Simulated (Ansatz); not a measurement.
# WCl+ (quintet): from Hartree-Fock to the top rungs, def2-QZVPP

One table from this session's results is given with a row withheld; the runs are named, their logs left out.

Computed with Ansatz 0.2.0, Gaussian basis. Level: def2-QZVPP, core rule «outside noble gas», up to 9 orbitals frozen.

The runs, in order: UHF; ROHF; CCSD(T) on UHF.

## What is computed

The geometry is a PBE0/def2-TZVP stationary point (not a proven minimum) of the parent state, kept for this charge and spin. No spin-orbit coupling is included. Elements past krypton take def2 core potentials.

2 atoms, charge 1, spin multiplicity 5.

Atoms are counted from 1 here; the program's logs count them from 0.

Bond lengths: W1–Cl2 2.233 Å.

Set-up of the first run:

The input, in.yaml:

```yaml
crystal:
  periodic: [false, false, false]
  atoms:
    - {symbol: W, position_ang: [0.000000, 0.000000, 0.000000]}
    - {symbol: Cl, position_ang: [0.000000, 0.000000, 2.233000]}
basis:
  gaussian: {orbitals: "def2-QZVPP.json"}
total_charge: 1
magnetization: {spin_polarized: true, initial_magnetization: 4}
hamiltonian: {xc: hf}
output: {orbitals: {seedname: orbitals}}
```

The run is started by

```
ansatz run in.yaml --threads 1 --pin off --events-out ev --progress --plain --max-ram 2560MiB --backend cpu
```

Steps of the session up to this table: UHF; ROHF; CCSD(T) on UHF.

One of the session's tables, all rows but one given; the rest of the session is left out.

It belongs to the step «Misses and costs». 

```
  method  from UCCSD(T) (kcal/mol)
    ROHF                   +212.23
     UHF                   +207.03
    UMP2                         ?
   UCCSD                    +10.91
UCCSD(T)                         0
```

**Question.** Estimate the row for UMP2.

As computed: from UCCSD(T) (kcal/mol): +22.96. In the column «from UCCSD(T) (kcal/mol)» it lies between UCCSD (+10.91) and UHF (+207.03).
